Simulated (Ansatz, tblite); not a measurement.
**The cluster Al₄Sb₃+: spin states and exact exchange**

Aim: set other spin states of the cluster Al₄Sb₃+ against its singlet, on many levels of theory.

The runs use Ansatz 0.2.0, Gaussian basis; as each input shows.

Plan: triplet, at the geometry of the singlet (GFN1-xTB, GFN2-xTB, PBE0-D4/def2-TZVP, PBE-D4/def2-TZVP, r2SCAN-D4/def2-TZVP); the singlet's energies come from earlier runs.

2 further runs of the same task are left out: 2 set aside as unsound or not needed. Runs told in other sessions of the task aren't counted.

## (1) The geometry

The singlet was relaxed beforehand with PBE-D4/def2-SVP. At that level it is the lowest of the isomers that a small search found.

7 atoms, charge 1, spin multiplicity 1.

Bond lengths: Al1–Sb5 2.663 Å, Al1–Sb7 2.663 Å, Al2–Sb5 2.664 Å, Al2–Sb6 2.664 Å, Al3–Sb6 2.663 Å, Al3–Sb7 2.663 Å, Al4–Sb5 2.728 Å, Al4–Sb6 2.728 Å, Al4–Sb7 2.728 Å. Angles: Sb5–Al1–Sb7 119.6°, Sb5–Al2–Sb6 119.6°, Sb6–Al3–Sb7 119.6° and more.

Sb takes a core potential in the def2 sets. No spin-orbit coupling is included. The ion is computed in the gas phase, without counter-ions or solvent.

## (2) Triplet at the fixed geometry, GFN1-xTB

Tight binding, by tblite at 300 K electronic temperature and without a spin-polarisation term:

```python
tblite.interface.Calculator('GFN1-xTB', numbers, positions, charge=1, uhf=2).singlepoint()
```

Energy -332.2554 eV; 0.009 s.

## (3) Triplet at the fixed geometry, GFN2-xTB

Tight binding, by tblite at 300 K electronic temperature and without a spin-polarisation term:

```python
tblite.interface.Calculator('GFN2-xTB', numbers, positions, charge=1, uhf=2).singlepoint()
```

Energy -281.7105 eV; 0.016 s.

## (4) Triplet at the fixed geometry, PBE0-D4/def2-TZVP

The input, in.yaml:

```yaml
crystal:
  periodic: [false, false, false]
  atoms:
    - {symbol: Al, position_ang: [0.148845, -1.972273, -1.421897]}
    - {symbol: Al, position_ang: [-0.402712, -0.470323, 2.357396]}
    - {symbol: Al, position_ang: [-1.335254, 1.818228, -0.919291]}
    - {symbol: Al, position_ang: [0.823534, 0.323503, -0.007753]}
    - {symbol: Sb, position_ang: [1.158509, -2.174964, 1.034101]}
    - {symbol: Sb, position_ang: [-0.507840, 2.080619, 1.598450]}
    - {symbol: Sb, position_ang: [0.114918, 0.395209, -2.641006]}
basis:
  gaussian: {orbitals: def2-TZVP}
total_charge: 1
magnetization: {spin_polarized: true, initial_magnetization: 2}
hamiltonian: {xc: pbe0, dispersion: d4}
scf: {omitted_lower_state_checks: [starts]}
output: {orbitals: {seedname: orbitals}}
```

Launch:

```bash
$ ansatz run in.yaml --threads 4 --pin off --events-out ev --progress --plain --max-ram 4787MiB
```

What it wrote:

```text
Functional definition: PBE0
  name "PBE0"
  cite "Adamo & Barone, J. Chem. Phys. 110, 6158 (1999) doi:10.1063/1.478522"
  cite "Perdew, Burke & Ernzerhof, Phys. Rev. Lett. 77, 3865 (1996) doi:10.1103/PhysRevLett.77.3865"
  parent pbe
  parameter a = 0.25
  parameter kappa = 0.804
  parameter beta = 0.06672455060314922
  exchange = (1 - a)*pbe_x(kappa = kappa, mu = beta*pi^2/3) + a*exact_x
  correlation = pbe_c(beta = beta)
these checks for a lower state are left out or cut short: starts
2439 factors; their error is unknown
the host lacks memory for fits, so the integrals are decomposed
2314 factors; integrals over basis functions are off by at most 7.8e-4 eV
mean field evaluation 1: about -45981.3933 eV, gradient 2.9e1 eV
mean field evaluation 2: about -45971.4829 eV, gradient 5.1e1 eV
mean field evaluation 4: about -45986.6595 eV, gradient 5.5e0 eV
mean field evaluation 8: about -45987.0782 eV, gradient 5.4e-1 eV
mean field evaluation 16: about -45987.0847 eV, gradient 2.3e-2 eV
mean field evaluation 32: about -45987.0880 eV, gradient 5.6e-5 eV
mean field -45987.08798270 eV, -1689.9943121963 hartree, gradient 6.7e-6 eV, S^2 2.043026; 0 other end points of the search recorded, 0 dependent functions left out
reference -45987.08801537 eV, -1689.9943133969 hartree; 61, 59 occupied and 237, 239 virtual orbitals, 2314 factors
Total energy: -45987.56710316 eV, -1690.0119195485 hartree
Checks for a lower state left out: starts
```

Wall time 48 s (4 threads of Arm Neoverse V2, shared host); peak memory 2.1 GiB.

From the report: HOMO -8.39 eV, LUMO -7.94 eV (over both spins); ⟨S²⟩ 2.043 (pure: 2.00).

## (5) Triplet at the fixed geometry, PBE-D4/def2-TZVP

start.molden holds the orbitals of an earlier run on this state, given as this run's starting guess.

Edit in.yaml of step 4 so:

```diff
@@ -11,6 +11,6 @@
 basis:
-  gaussian: {orbitals: def2-TZVP}
+  gaussian: {orbitals: def2-TZVP, initial_orbitals: start.molden}
 total_charge: 1
 magnetization: {spin_polarized: true, initial_magnetization: 2}
-hamiltonian: {xc: pbe0, dispersion: d4}
+hamiltonian: {xc: pbe, dispersion: d4}
 scf: {omitted_lower_state_checks: [starts]}
```

Launched as before.

What it wrote:

```text
Functional definition: PBE
  name "PBE"
  cite "Perdew, Burke & Ernzerhof, Phys. Rev. Lett. 77, 3865 (1996) doi:10.1103/PhysRevLett.77.3865"
  parent pbe
  parameter kappa = 0.804
  parameter beta = 0.06672455060314922
  exchange = pbe_x(kappa = kappa, mu = beta*pi^2/3)
  correlation = pbe_c(beta = beta)
these checks for a lower state are left out or cut short: starts
2185 factors; their error is unknown
mean field evaluation 1: about -45984.0730 eV, gradient 9.8e0 eV
mean field evaluation 2: about -45984.2655 eV, gradient 3.1e-1 eV
mean field evaluation 4: about -45984.2468 eV, gradient 1.0e-1 eV
mean field evaluation 8: about -45984.2469 eV, gradient 2.3e-5 eV
mean field evaluation 16: about -45984.2469 eV, gradient 4.1e-6 eV
mean field -45984.24685754 eV, -1689.8899027727 hartree, gradient 4.5e-6 eV, S^2 2.020882; 0 other end points of the search recorded, 0 dependent functions left out
reference -45984.24690077 eV, -1689.8899043611 hartree; 61, 59 occupied and 237, 239 virtual orbitals, 2185 factors
Total energy: -45984.78911062 eV, -1689.9098302056 hartree
Checks for a lower state left out: starts
```

It took 25 s on 4 threads of Arm Neoverse V2, shared host; peak memory 1.6 GiB.

From the report: HOMO -7.71 eV, LUMO -8.56 eV (over both spins; with the spin held, an empty level of the minority spin lies below the top filled one); ⟨S²⟩ 2.021 (pure: 2.00).

## (6) Triplet at the fixed geometry, r2SCAN-D4/def2-TZVP

Edit in.yaml of step 5 so:

```diff
@@ -14,3 +14,3 @@
 magnetization: {spin_polarized: true, initial_magnetization: 2}
-hamiltonian: {xc: pbe, dispersion: d4}
+hamiltonian: {xc: r2scan, dispersion: d4}
 scf: {omitted_lower_state_checks: [starts]}
```

The command is unchanged.

What it wrote:

```text
Functional definition: r2SCAN
  name "r2SCAN"
  cite "Furness, Kaplan, Ning, Perdew & Sun, J. Phys. Chem. Lett. 11, 8208 (2020) doi:10.1021/acs.jpclett.0c02405"
  cite "Furness, Kaplan, Ning, Perdew & Sun, J. Phys. Chem. Lett. 11, 9248 (2020) doi:10.1021/acs.jpclett.0c03077"
  parent r2scan
  parameter k0 = 0.174
  parameter k1 = 0.065
  parameter a1 = 4.9479
  exchange = r2scan_x(k0 = k0, k1 = k1, a1 = a1)
  correlation = r2scan_c
these checks for a lower state are left out or cut short: starts
2185 factors; their error is unknown
mean field evaluation 1: about -46003.5915 eV, gradient 6.7e0 eV
mean field evaluation 2: about -46003.6893 eV, gradient 1.8e-1 eV
mean field evaluation 4: about -46003.6678 eV, gradient 4.1e-3 eV
mean field evaluation 8: about -46003.6678 eV, gradient 2.2e-5 eV
mean field -46003.66783961 eV, -1690.6036106996 hartree, gradient 7.9e-6 eV, S^2 2.056730; 0 other end points of the search recorded, 0 dependent functions left out
reference -46003.66786208 eV, -1690.6036115256 hartree; 61, 59 occupied and 237, 239 virtual orbitals, 2185 factors
Total energy: -46003.77525255 eV, -1690.6075580523 hartree
Checks for a lower state left out: starts
```

Wall time 67 s (4 threads of Arm Neoverse V2, shared host); peak memory 1.7 GiB.

Report: HOMO -7.95 eV, LUMO -8.29 eV (over both spins; with the spin held, an empty level of the minority spin lies below the top filled one); ⟨S²⟩ 2.057 (pure: 2.00).

## (7) Triplet less singlet, vertical

The singlet's energies are those of its earlier runs, whose logs aren't repeated here.

| level | triplet less singlet, vertical (kcal/mol) | time |
| --- | --- | --- |
| GFN1-xTB | +20.5 | 0.018 s |
| GFN2-xTB | +6.2 | 0.034 s |
| PBE-D4/def2-TZVP | +25.8 | 30 s |
| r2SCAN-D4/def2-TZVP | +20.7 | 77 s |
| PBE0-D4/def2-TZVP | +21.9 | 68 s |

Times add the two runs; a level without a time comes out of a correlated run. Tight binding without a spin term can't rank spin states.

## (8) What came out

| quantity | value |
| --- | --- |
| triplet less singlet, vertical, functionals in def2-TZVP | +20.7 (r2SCAN-D4) to +25.8 kcal/mol (PBE-D4) |

In words: All functionals put the triplet above the singlet, over a spread of 5.1 kcal/mol. The checks for a lower triplet were left out, so another state of that spin may lie lower. These are electronic energies, without zero-point motion, entropy or surroundings.
